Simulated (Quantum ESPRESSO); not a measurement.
The system is NiMoIrPdW.

```xyz
5
Lattice="2.3446 -1.4314 0.0091 2.3446 1.4314 0.0091 -2.2060 0.0000 10.9237" Properties=species:S:1:pos:R:3 pbc="T T T"
Ni    1.6857    0.0000    3.2343
Mo   -0.5221    0.0000    9.9690
Pd    0.0775    0.0000    5.3638
Ir    3.2778    0.0000    1.1936
W     1.6891    0.0000    7.5942
```

The cell was built by a generator and needn't be a form met in nature.

* Program: Quantum ESPRESSO 7.5
* Task: single point
* Functional: PBE
* Potentials or basis: SSSP 1.3 efficiency PBE
* Cutoff: 816 eV
* Density cutoff: 5987 eV
* k mesh: 11 × 11 × 3
* Occupations: fermi-dirac, width 0.05 eV
* Spin: collinear spin, ferromagnetic start
* Starting moments: [1.0, 1.0, 0.0, 0.6, 0.0] μB

On this cell: pressure -0.2 GPa; largest force 0.091 eV/Å; net moment 0.00 μB per cell; band gap on the k mesh none (metal or under the smearing width).

The same run follows on a disturbed copy (atoms moved at random, drawn with an rms of 0.05 Å):

```
Ni Mo Pd Ir W
1.0
     2.34460   -1.43138    0.00906
     2.34460    1.43138    0.00906
    -2.20600    0.00000   10.92374
Ni Mo Pd Ir W
1 1 1 1 1
Direct
  0.49951 0.48754 0.29483
  0.32431 0.32971 0.90989
  0.24487 0.25436 0.49262
  0.73778 0.76003 0.10626
  0.69441 0.68117 0.69390
```

What does the disturbed cell give?

The energy (extrapolated to zero smearing) moves by +3.2 meV/atom; pressure 0.2 GPa; largest force 0.322 eV/Å; net moment 0.00 μB per cell; band gap on the k mesh none (metal or under the smearing width).

Forces in eV/Å, atoms in the order of the input:
```
Ni   0.031  0.102  0.007
Mo  -0.233  0.084  0.122
Pd  -0.025 -0.082 -0.311
Ir   0.172 -0.182  0.122
W    0.055  0.078  0.059
```

Stress tensor (GPa, compression positive):
```
 0.15  0.11  0.79
 0.11 -0.64  0.07
 0.79  0.07  1.18
```
